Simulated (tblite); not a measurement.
# C5H14O2Si (methyldiethoxysilane): the cost of one run

Computed with tblite 0.8.0 and PySCF 2.14.0 and routines of our own; the level stands in each step. Atoms count from 0.

## Step 1: The system as given

22 atoms, charge 0, multiplicity 1; geometry from: start built from the parent or by distance geometry.

## Step 2: Optimising the geometry with GFN2-xTB

The job: settings as JSON, then the geometry in Å.

```
{"job": {"kind": "relax", "xc": "GFN2-xTB", "basis": "xTB"}, "charge": 0, "multiplicity": 1}
C      3.270900    -0.257700     1.680800
C      2.027600    -0.521600     0.797800
O      1.534000     0.707800     0.375700
Si     0.201000     0.720300    -0.673000
C     -0.376000     2.414000    -1.052100
O     -1.012900    -0.232600     0.008300
C     -2.065500    -0.668700    -0.827600
C     -2.997800    -1.506500     0.029900
H      4.024200     0.287300     1.116600
H      2.974300     0.373500     2.546700
H      3.684500    -1.187300     2.049300
H      1.281300    -1.075100     1.415100
H      2.326100    -1.150400    -0.015300
H      0.635300     0.038400    -1.915500
H     -1.211400     2.412000    -1.774200
H     -0.719700     2.945900    -0.145500
H      0.435100     3.012400    -1.508200
H     -1.681900    -1.295400    -1.646000
H     -2.616900     0.187600    -1.219000
H     -3.837500    -1.878000    -0.567000
H     -2.489000    -2.360900     0.459700
H     -3.406400    -0.926100     0.862000
```

The run is started by

```bash
$ OMP_NUM_THREADS=1 python redox_run.py task.json out
```

The driver reads the jobs from task.json and runs them one after another.

**Question.** How long does this first job take on 1 thread of Arm Neoverse V2, shared host?

About 2.1 s.
